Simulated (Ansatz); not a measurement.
**C2H7BO2: a ladder of functionals and wavefunction methods**

One table from this session's results is given with a row withheld; the runs are named, their logs left out.

Method: functionals in def2-TZVPP, the program's frozen cores in correlated methods; program: Ansatz 0.2.0, Gaussian basis.

Levels to be run: PBE-D4, r2SCAN-D4, PBE0-D4, B3LYP-D4, ωB97X-V, ωB97M-V, B2PLYP; CCSD(T)/def2-TZVPP; MP2/def2-QZVPP; extrapolation to the limit.

**The geometry**

All runs share one geometry, relaxed beforehand with PBE0-D4 in a triple-zeta def2 set.

SMILES `CB(O)CO`, 12 atoms, charge 0, spin multiplicity 1.

Atoms are counted from 1 here; the program's logs count them from 0.

Bond lengths: C1–B2 1.571 Å, C1–H6 1.097 Å, C1–H7 1.093 Å, C1–H8 1.094 Å, B2–O3 1.361 Å, B2–C4 1.579 Å, O3–H9 0.960 Å, C4–O5 1.422 Å, C4–H10 1.103 Å, C4–H11 1.096 Å, O5–H12 0.959 Å. Angles: B2–C1–H6 110.3°, B2–C1–H7 114.4°, B2–C1–H8 110.3°, H6–C1–H7 107.2°, H6–C1–H8 105.7°, H7–C1–H8 108.5°, C1–B2–O3 122.7°, C1–B2–C4 122.2°, O3–B2–C4 115.1°, B2–O3–H9 113.4°, B2–C4–O5 116.4°, B2–C4–H10 109.5°, B2–C4–H11 108.4°, O5–C4–H10 111.0°, O5–C4–H11 106.2°, H10–C4–H11 104.7°, C4–O5–H12 108.4°.

The first run:

in.yaml

```yaml
crystal:
  periodic: [false, false, false]
  atoms:
    - {symbol: C, position_ang: [-1.175809, -0.083466, 0.747014]}
    - {symbol: B, position_ang: [0.315006, -0.356097, 0.334850]}
    - {symbol: O, position_ang: [1.169807, -1.083575, 1.104716]}
    - {symbol: C, position_ang: [0.934707, 0.210491, -1.002089]}
    - {symbol: O, position_ang: [0.043626, 0.903559, -1.866900]}
    - {symbol: H, position_ang: [-1.332813, 0.987938, 0.923500]}
    - {symbol: H, position_ang: [-1.498399, -0.609828, 1.649341]}
    - {symbol: H, position_ang: [-1.851844, -0.351441, -0.070873]}
    - {symbol: H, position_ang: [0.768257, -1.415684, 1.911105]}
    - {symbol: H, position_ang: [1.817567, 0.827871, -0.766439]}
    - {symbol: H, position_ang: [1.330979, -0.630492, -1.582848]}
    - {symbol: H, position_ang: [-0.444184, 1.545625, -1.347377]}
basis:
  gaussian: {orbitals: def2-TZVPP}
hamiltonian: {xc: pbe, dispersion: d4}
output: {forces: true, orbitals: {seedname: orbitals}}
```

Command:

```bash
$ ansatz run in.yaml --threads 4 --pin off --events-out ev --progress --plain --max-ram 10444MiB
```

Steps of the session up to this table: PBE-D4 (GGA); r2SCAN-D4 (meta-GGA); PBE0-D4 (hybrid); B3LYP-D4 (hybrid); ωB97X-V (range-separated); ωB97M-V (range-separated); B2PLYP (double hybrid); CCSD(T) in def2-TZVPP; MP2 in def2-QZVPP.

One table of the session follows, with a row left open; its other results are not shown here.

| method | atomisation energy (eV) |
| --- | --- |
| PBE-D4 | 50.522 |
| r2SCAN-D4 | 49.658 |
| PBE0-D4 | 49.577 |
| B3LYP-D4 | 49.461 |
| ωB97X-V | 49.468 |
| ωB97M-V | 49.658 |
| B2PLYP | 49.021 |
| HF/def2-TZVPP | 36.373 |
| MP2/def2-TZVPP | 49.182 |
| CCSD/def2-TZVPP | 47.579 |
| CCSD(T)/def2-TZVPP | ? |
| MP2/CBS | 50.362 |
| CCSD(T)/CBS | 49.426 |

Q: Estimate the row for CCSD(T)/def2-TZVPP from the others.

The run gave: atomisation energy (eV): 48.246. In the column «atomisation energy (eV)» it lies between CCSD/def2-TZVPP (47.579) and B2PLYP (49.021).
